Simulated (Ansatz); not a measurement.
# SiH3O4 (SMILES [O][Si](O)(O)O) at UB3LYP/6-31G(d) (spherical functions)

What is the electronic atomisation energy of SiH3O4 at UB3LYP/6-31G* (spherical functions)? 

The calculation is run with Ansatz 0.2.0.

60 further runs of the same task are left out: 4 that didn't finish, 56 set aside as unsound or not needed. Runs told in other sessions of the task aren't counted.

## 1. The structure to begin with

SiH3O4 has 8 atoms, charge 0, and is taken as a doublet. As SMILES, `[O][Si](O)(O)O`. Geometry: relaxed at PBE0-D4/def2-TZVP. This is one conformer, not always the lowest.

Bond lengths: O1–Si2 1.656 Å, Si2–O3 1.631 Å, Si2–O4 1.622 Å, Si2–O5 1.624 Å, O3–H6 0.959 Å, O4–H7 0.959 Å, O5–H8 0.958 Å. Angles: O1–Si2–O3 102.2°, O1–Si2–O4 107.0°, O1–Si2–O5 116.5°, O3–Si2–O4 116.6°, O3–Si2–O5 108.2°, O4–Si2–O5 106.6°, Si2–O3–H6 117.6°, Si2–O4–H7 116.9°, Si2–O5–H8 118.2°.

## 2. The energy at UB3LYP/6-31G(d) (spherical functions)

Input file run.yaml:

```yaml
basis:
  gaussian:
    orbitals: 6-31G_st_-spherical.json
crystal:
  periodic: [false, false, false]
  atoms:
    - {symbol: O, position_ang: [-1.417600, 0.247800, 1.193000]}
    - {symbol: Si, position_ang: [-0.195800, 0.058700, 0.091000]}
    - {symbol: O, position_ang: [1.117100, -0.067300, 1.049800]}
    - {symbol: O, position_ang: [-0.249900, 1.339100, -0.902700]}
    - {symbol: O, position_ang: [-0.266300, -1.263500, -0.849700]}
    - {symbol: H, position_ang: [1.271400, 0.633000, 1.686700]}
    - {symbol: H, position_ang: [-0.094000, 1.173100, -1.833800]}
    - {symbol: H, position_ang: [-0.165000, -2.120800, -0.434300]}
accuracy: high
hamiltonian:
  xc: {name: B3LYP}
magnetization:
  spin_polarized: true
  initial_magnetization: 1
output: {orbitals: {seedname: orbitals}}
```

The basis set 6-31G* is read from a file made from the Basis Set Exchange's data (not shown).

Started as:

```
$ ansatz run run.yaml --threads 1 --pin off --max-ram 3480MiB --events-out events.jsonl --progress --plain --runs-dir runs
```

Standard output:

```text
Warning: RAYON_NUM_THREADS=1 ignored (pool sized by the plan → 1); use --threads N
Functional definition: B3LYP
  name "B3LYP"
  parameter a0 = 0.2
  parameter ax = 0.72
  parameter ac = 0.81
  exchange = (1 - a0 - ax)*slater_x + ax*b88_x + a0*exact_x
  correlation = (1 - ac)*vwn_rpa_c + ac*lyp_c
1762 factors; integrals over basis functions are off by at most 3.3e-9 eV
mean field evaluation 1: about -16105.4121 eV, gradient 5.7e1 eV
mean field evaluation 2: about -16094.4250 eV, gradient 8.0e1 eV
mean field evaluation 4: about -16116.2811 eV, gradient 2.5e0 eV
mean field evaluation 8: about -16116.4973 eV, gradient 5.1e-1 eV
mean field evaluation 16: about -16116.4993 eV, gradient 1.5e-2 eV
mean field evaluation 32: about -16116.4994 eV, gradient 2.7e-6 eV
mean field -16116.49935030 eV, -592.2704269678 hartree, gradient 5.8e-8 eV, S^2 0.752901; 2 other end points of the search recorded, 0 dependent functions left out
reference -16116.49938713 eV, -592.2704283215 hartree; 25, 24 occupied and 55, 56 virtual orbitals, 1762 factors
Total energy: -16116.49938713 eV, -592.2704283215 hartree
```

Run time: 24 s. Hardware: 1 thread of Arm Neoverse V2, shared host; peak memory 0.38 GiB.

## 3. The H atom at the same level

Input file job.yaml:

```yaml
basis:
  gaussian: {orbitals: "6-31G*"}
crystal:
  periodic: [false, false, false]
  atoms:
    - {symbol: H, position_ang: [0.000000, 0.000000, 0.000000]}
magnetization: {spin_polarized: true, initial_magnetization: 1}
hamiltonian: {xc: {name: B3LYP}}
accuracy: high
```

Run the same way, it converges to -0.50027 Eh (log not shown).

## 4. The O atom at the same level

Input file in.yaml:

```yaml
crystal:
  periodic: [false, false, false]
  atoms:
    - {symbol: O, position_ang: [0.000000, 0.000000, 0.000000]}
basis:
  gaussian: {orbitals: 6-31G_st_-spherical.json}
magnetization: {spin_polarized: true, initial_magnetization: 2}
hamiltonian: {xc: {name: B3LYP}}
accuracy: high
```

The basis set 6-31G* is read from a file made from the Basis Set Exchange's data (not shown).

Run the same way, it converges to -75.05940 Eh (log not shown).

## 5. The Si atom at the same level

Input file run.yaml:

```yaml
crystal:
  periodic: [false, false, false]
  atoms:
    - symbol: Si
      position_ang: [0.000000, 0.000000, 0.000000]
basis:
  gaussian: {orbitals: 6-31G_st_-spherical.json}
accuracy: high
magnetization: {spin_polarized: true, initial_magnetization: 2}
hamiltonian: {xc: {name: B3LYP}}
```

The basis set 6-31G* is read from a file made from the Basis Set Exchange's data (not shown).

Run the same way, it converges to -289.36979 Eh (log not shown).

## 6. Summary of results

Level: UB3LYP/6-31G* (spherical functions).

```
                                    quantity          value
                      molecule: total energy  -592.27043 Eh
molecule: HOMO energy (highest over α and β)       -8.32 eV
 molecule: LUMO energy (lowest over α and β)       -4.73 eV
                              molecule: ⟨S²⟩          0.753
                        H atom: total energy    -0.50027 Eh
                                H atom: ⟨S²⟩          0.750
                        O atom: total energy   -75.05940 Eh
                                O atom: ⟨S²⟩          2.002
                       Si atom: total energy  -289.36979 Eh
                               Si atom: ⟨S²⟩          2.002
               electronic atomisation energy      31.625 eV
```

In words: Taking the molecule apart into free atoms costs 31.63 eV (729 kcal/mol), before zero-point energy and without spin-orbit coupling.
